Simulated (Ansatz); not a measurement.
**CH10AlNSi2: one species, many methods**

The task here is to estimate one member of a computed series from the others.

Computed with Ansatz 0.2.0, Gaussian basis. Level: functionals in def2-TZVPP, the program's frozen cores in correlated methods.

Levels to be run: PBE-D4, r2SCAN-D4, PBE0-D4, B3LYP-D4, ωB97X-V, ωB97M-V, B2PLYP; CCSD(T)/def2-TZVPP; MP2/def2-QZVPP; extrapolation to the limit.

## Structure used throughout

An earlier PBE0-D4 in a triple-zeta def2 set relaxation fixed the geometry.

15 atoms, charge 0, spin multiplicity 1.

Atoms are counted from 1 here; the program's logs count them from 0.

Bond lengths: C1–Si2 1.876 Å, C1–H6 1.093 Å, C1–H7 1.093 Å, C1–H8 1.093 Å, Si2–N3 1.886 Å, Si2–Al4 2.376 Å, Si2–H9 1.495 Å, N3–Al4 2.030 Å, N3–H10 1.012 Å, N3–H11 1.013 Å, Al4–Si5 2.448 Å, Al4–H12 1.588 Å, Si5–H13 1.497 Å, Si5–H14 1.494 Å, Si5–H15 1.492 Å. Angles: Si2–C1–H6 110.7°, Si2–C1–H7 109.7°, Si2–C1–H8 112.0°, H6–C1–H7 107.3°, H6–C1–H8 109.1°, H7–C1–H8 107.9°, C1–Si2–N3 106.5°, C1–Si2–Al4 125.5°, C1–Si2–H9 108.4°, N3–Si2–Al4 55.5°, N3–Si2–H9 103.5°, Al4–Si2–H9 125.3°, Si2–N3–Al4 74.6°, Si2–N3–H10 116.0°, Si2–N3–H11 116.7°, Al4–N3–H10 118.1°, Al4–N3–H11 119.8°, H10–N3–H11 108.5° and more.

The first run:

in.yaml

```yaml
crystal:
  periodic: [false, false, false]
  atoms:
    - {symbol: C, position_ang: [-2.043005, -0.360350, -0.938636]}
    - {symbol: Si, position_ang: [-0.282128, -0.962615, -1.173914]}
    - {symbol: N, position_ang: [0.365858, -1.404184, 0.541147]}
    - {symbol: Al, position_ang: [1.647689, -0.002956, -0.174864]}
    - {symbol: Si, position_ang: [1.176896, 2.093355, 0.998505]}
    - {symbol: H, position_ang: [-2.069862, 0.506204, -0.273840]}
    - {symbol: H, position_ang: [-2.455621, -0.045486, -1.900923]}
    - {symbol: H, position_ang: [-2.691633, -1.141462, -0.533787]}
    - {symbol: H, position_ang: [-0.324352, -2.279057, -1.881222]}
    - {symbol: H, position_ang: [0.708415, -2.350057, 0.655707]}
    - {symbol: H, position_ang: [-0.234556, -1.183004, 1.326095]}
    - {symbol: H, position_ang: [3.075846, -0.653097, -0.419463]}
    - {symbol: H, position_ang: [-0.266685, 2.141415, 1.393464]}
    - {symbol: H, position_ang: [1.953271, 2.292499, 2.259250]}
    - {symbol: H, position_ang: [1.417964, 3.298095, 0.151882]}
basis:
  gaussian: {orbitals: def2-TZVPP}
hamiltonian: {xc: pbe, dispersion: d4}
output: {forces: true, orbitals: {seedname: orbitals}}
```

On the command line:

```bash
> ansatz run in.yaml --threads 2 --pin off --events-out ev --progress --plain --max-ram 22528MiB --backend cuda --devices 0, --max-vram 18GiB
```

Among the steps run: PBE-D4 (GGA); r2SCAN-D4 (meta-GGA); PBE0-D4 (hybrid); B3LYP-D4 (hybrid); ωB97X-V (range-separated); ωB97M-V (range-separated); B2PLYP (double hybrid); CCSD(T) in def2-TZVPP; MP2 in def2-QZVPP.

One table of the session follows, with a row left open; its other results are not shown here.

```
            method  atomisation energy (eV)
            PBE-D4                   49.578
         r2SCAN-D4                   49.518
           PBE0-D4                   49.218
          B3LYP-D4                   49.505
           ωB97X-V                   49.868
           ωB97M-V                        ?
            B2PLYP                   48.751
     HF/def2-TZVPP                   36.552
    MP2/def2-TZVPP                   48.100
   CCSD/def2-TZVPP                   47.695
CCSD(T)/def2-TZVPP                   48.251
           MP2/CBS                   49.397
       CCSD(T)/CBS                   49.548
```

Q: Estimate the row for ωB97M-V from the others.

The run gave: atomisation energy (eV): 49.594. In the column «atomisation energy (eV)» it lies between PBE-D4 (49.578) and ωB97X-V (49.868).

Among the levels timed on like hardware and quicker than the yardstick, those that no quicker one beats, quickest first: PBE0-D4 (2 s, -0.329 eV); PBE-D4 (2.3 s, +0.030 eV); r2SCAN-D4 (2.7 s, -0.029 eV). Runs this short are mostly start-up, so their order is noise.

B2PLYP carry no dispersion term (for B3LYP, D4 adds 0.588 eV).

To keep in mind: Free atoms (1 C, 2 Si, 1 N, 1 Al, 10 H) were run apart at each level; the atomisation energy is their sum less the molecule, without zero-point or spin-orbit terms.
